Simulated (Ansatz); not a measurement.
Working through a geometry optimisation of C₃H₇ClFSi (charge +1), SMILES C[Si+](CF)CCl

Computed with Ansatz 0.2.0, Python API.

Interactive session:
```pycon
>>> import ansatz as az
>>> import numpy as np
>>> BASIS = 'cc-pVDZ'
>>> FUNCTIONAL = 'r2SCAN'
>>> CHARGE = 1
>>> GEOMETRY = '''
... C     1.58250   -0.59540    0.51010
... Si    0.10640   -0.14920   -0.51010
... C    -0.10980    1.66810   -0.68840
... F    -0.54600    2.17030    0.49940
... C    -1.43930   -0.97060    0.05470
... Cl   -1.34950   -2.69790   -0.35870
... H     1.74390   -1.67760    0.52390
... H     2.49010   -0.12940    0.11450
... H     1.46130   -0.26300    1.54570
... H    -0.85570    1.92230   -1.44650
... H     0.82430    2.17670   -0.94170
... H    -2.32570   -0.56290   -0.43890
... H    -1.58240   -0.89120    1.13580
... '''
>>> c3h7clfsi = az.Crystal.molecule()
>>> for line in GEOMETRY.strip().splitlines():
...     symbol, *xyz = line.split()
...     c3h7clfsi = c3h7clfsi.atom(symbol, [float(v) for v in xyz])
...
>>> base = (
...     c3h7clfsi.calculation()
...     .basis(gaussian=BASIS)  # atom-centred Gaussian functions
...     .functional(FUNCTIONAL)
...     .charge(CHARGE)  # electrons removed from the neutral system
... )
>>> symbols = [site.symbol for site in c3h7clfsi.cartesian_sites]
>>> start = np.array([site.position_ang for site in c3h7clfsi.cartesian_sites], dtype=float)
>>> def progress(event):
...     if event['event'] == 'relax_step':
...         row = event['data']
...         print(f'step {row["step"]:3d}  E = {row["lagrangian_ev"]:.6f} eV  largest force component {row["allowed_force_max_ev_ang"]:.4f} eV/A')
...
>>> summary = base.relax(force_tolerance=0.005, max_steps=100).session().plan().execute(on_event=progress).report
step   1  E = -26328.901207 eV  largest force component 3.4465 eV/A
step   2  E = -26329.572578 eV  largest force component 1.2640 eV/A
step   3  E = -26329.715275 eV  largest force component 0.7172 eV/A
step   4  E = -26329.813048 eV  largest force component 0.6490 eV/A
step   5  E = -26329.931711 eV  largest force component 0.7378 eV/A
step   6  E = -26330.031291 eV  largest force component 0.6827 eV/A
step   7  E = -26330.108479 eV  largest force component 0.5170 eV/A
step   8  E = -26330.170150 eV  largest force component 0.4603 eV/A
step   9  E = -26330.212255 eV  largest force component 0.2440 eV/A
step  10  E = -26330.232768 eV  largest force component 0.3507 eV/A
step  11  E = -26330.246494 eV  largest force component 0.2377 eV/A
step  12  E = -26330.255160 eV  largest force component 0.1798 eV/A
step  13  E = -26330.263825 eV  largest force component 0.2891 eV/A
step  14  E = -26330.267140 eV  largest force component 0.2291 eV/A
step  15  E = -26330.268765 eV  largest force component 0.1374 eV/A
step  16  E = -26330.270958 eV  largest force component 0.0308 eV/A
step  17  E = -26330.271092 eV  largest force component 0.0183 eV/A
step  18  E = -26330.271200 eV  largest force component 0.0078 eV/A
step  19  E = -26330.271210 eV  largest force component 0.0023 eV/A
>>> end = np.array(summary['positions_ang'])
>>> print(f'E = {summary["free_energy_ev"]:.6f} eV = {summary["free_energy_ev"] / 27.211386246:.7f} Ha')
E = -26330.271220 eV = -967.6196200 Ha
>>> print('converged:', summary['converged'], ' doubts:', summary['published_state_doubts'] or 'none')
converged: True  doubts: none
>>> print('final positions (A) and the move of each atom')
final positions (A) and the move of each atom
>>> for symbol, xyz, old in zip(symbols, end, start):
...     print(f'{symbol:2s} {xyz[0]:10.5f} {xyz[1]:10.5f} {xyz[2]:10.5f}   {np.linalg.norm(xyz - old):7.4f}')
...
C     1.56681   -0.59718    0.73228    0.2227
Si    0.01224   -0.07274   -0.09226    0.4351
C    -0.10886    1.60716   -0.88042    0.2015
F    -0.14436    2.16931    0.44404    0.4054
C    -1.59350   -0.93553    0.23784    0.2420
Cl   -0.91273   -1.78510   -1.32085    1.3963
H     1.46020   -1.58336    1.20665    0.7453
H     2.39759   -0.62421    0.00964    0.5142
H     1.81086    0.15160    1.50557    0.5438
H    -1.03764    1.86437   -1.40893    0.1946
H     0.77387    1.99384   -1.40861    0.5040
H    -2.55250   -0.47972   -0.03779    0.4682
H    -1.67189   -1.70825    1.01265    0.8311
```

Reading the output:
- Total energies depend on the basis set; only differences at equal settings carry meaning.
- The end point is the stationary point reached from this start; no frequency run checks that it is a minimum, and the basis set is modest.
- The bonding changed during the relaxation, so the end is another isomer than the start names.
- Hardware and time: 3.6 min on 1 thread of Intel(R) Xeon(R) Platinum 8259CL CPU @ 2.50GHz (Skylake/Cascade Lake), with other jobs on the host, peak memory 0.33 GiB.
